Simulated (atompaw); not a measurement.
# Pseudopotential generation for lead: PAW (atompaw), PBEsol

Do these settings give a usable potential? It is generated, then checked for scattering, ghosts and hardness.

The numbers are computed with atompaw 4.2.0.5 (PBEsol, scalar-relativistic, spin-unpolarised reference atom).

### Step 1. Starting point

The settings as typed:

```
element                 : lead (Pb, Z = 82)
type                    : PAW
frozen core             : [Xe] 4f14 5d10
valence charge          : 4
reference configuration : 6s2 6p2
partial waves           : 6s (bound): rc 1.75 bohr; 6s channel at 4.25 Ry: rc 1.75 bohr; 6p (bound): rc 2.70 bohr; 6p channel at 4.75 Ry: rc 2.70 bohr; 6d channel at 0.5 Ry: rc 2.70 bohr; 6d channel at 1.4 Ry: rc 2.70 bohr
local potential         : troulliermartins scheme with l = 3 at -0.5 Ry, radius 1.95 bohr
core correction         : smooth core density matched at 1.80 bohr
augmentation charge     : sinc compensation charge, radius 2.60 bohr; PAW radius 2.70 bohr; waves and projectors: custom polynom2 7 10 vanderbiltortho
```

The nodes and maxima of the atom's own shells, from an earlier all-electron run, set the scale for the radii.

All-electron outer shells of the reference configuration (PBEsol, scalar-relativistic, ld1.x):

| shell | level (eV) | outermost node (bohr) | outermost maximum (bohr) |
| --- | --- | --- | --- |
| 5p | -85.81 | 0.49 | 0.88 |
| 5d | -21.16 | 0.52 | 1.07 |
| 6s | -12.10 | 1.01 | 1.95 |
| 6p | -3.52 | 1.18 | 2.63 |

### Step 2. The generation run

Input file Pb.input:

```
Pb 82
GGA-PBESOL scalarrelativistic loggrid 2001 logderivrange -3 5 201
6 6 5 4 0 0
6 1 2
0 0 0
c
c
c
c
c
v
c
c
c
c
v
c
c
c
c
2
2.70 2.60 1.95 1.80
y
4.25
n
y
4.75
n
y
0.5
y
1.4
n
custom polynom2 7 10 vanderbiltortho sinc
3 -0.5 troulliermartins
1.75
1.75
2.70
2.70
2.70
2.70
PWSCFOUT
UPFDX 0.0125d0 UPFXMIN -7.d0 UPFZMESH 82.d0
END
```

Launch:

```console
atompaw < Pb.input > Pb.log
```

Before running it: what results should come out? Wanted: cutoffs for 10 and 1 mRy, occupied levels; bound ghosts; largest phase difference near zero energy, channels read; lowest eigenvalue of the overlap; share of valence orbitals outside the PAW sphere; UPF file.

**Answer**, as computed:

| quantity | value |
| --- | --- |
| cutoffs for 10 and 1 mRy, occupied levels | 18 Ry and 21 Ry |
| bound ghosts | s at -354.50 eV, d at -6.98 eV |
| largest phase difference near zero energy, channels read | 3.045 rad |
| lowest eigenvalue of the overlap (Bessel basis) | 0.087 (s) |
| share of valence orbitals outside the PAW sphere | 6s 27 %, 6p 64 % |
| UPF file | written |

A bound ghost (s, d) makes it unfit for use: electrons can fall into a state that the atom doesn't have. By its cutoff, 18 Ry for the looser tolerance, it is soft on the atom at that tolerance. The slowest occupied level is 6s: taken alone it needs 18 Ry to come within 1 mRy, against 12 Ry for 6p. Of the channels read, d scatters worst near zero energy, by up to 3.05 rad. A step near π is an extra or missing state, not a misfit of shape. The pseudo curves have a pole with no partner nearby in the atom's: d at -0.48 Ry. All of this concerns the isolated atom, not yet a solid.
